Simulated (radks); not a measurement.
**Spin polarisation of the 5d shell in Ce⁺**

One table from this session's results is given with a row withheld; the runs are named, their logs left out.

Method: scalar-relativistic Kohn-Sham, BLYP, spin-polarised, spherical densities, point nucleus. Code: radks (a radial shooting solver on a logarithmic mesh, Libxc functionals) version 1.

### Starting point

- element: cerium (Z = 58)
- charge: +1
- electrons: 57
- configuration: [Xe] 4f(up 0.5, down 0.5) 5d(up 1, down 1)

A shell typed twice in an input gives spin up, then spin down.

Set-up of the first run:

Settings of this run:

```text
Z 58
configuration [Xe] 4f0.5 4f0.5 5d1 5d1
relativity scalar-relativistic
functional b88,lyp
spin polarised
nucleus point
c 137.035999084
```

Steps of the session up to this table: No moment.

One of the session's tables, all rows but one given; the rest of the session is left out.

It belongs to the step «No moment». Sizes of the orbitals, from the radial functions (bohr):

```
level     <r>  outermost maximum (interpolated)  90 % within  nodes
   3d  0.2536                             0.205        0.396      0
   4s  0.6373                             0.593        0.915      3
   4p  0.6748                             0.619        0.981      2
   4d  0.7444                             0.652         1.12      1
   5s   1.520                              1.37         2.19      4
   5p   1.770                              1.55         2.59      3
   4f   1.114                             0.708         1.94      0
   5d       ?                                 ?            ?      ?
```

Estimate the missing values for 5d.

The run gave: <r>: 2.879; outermost maximum (interpolated): 2.20; 90 % within: 4.53; nodes: 2. In the column «<r>» it is the highest.
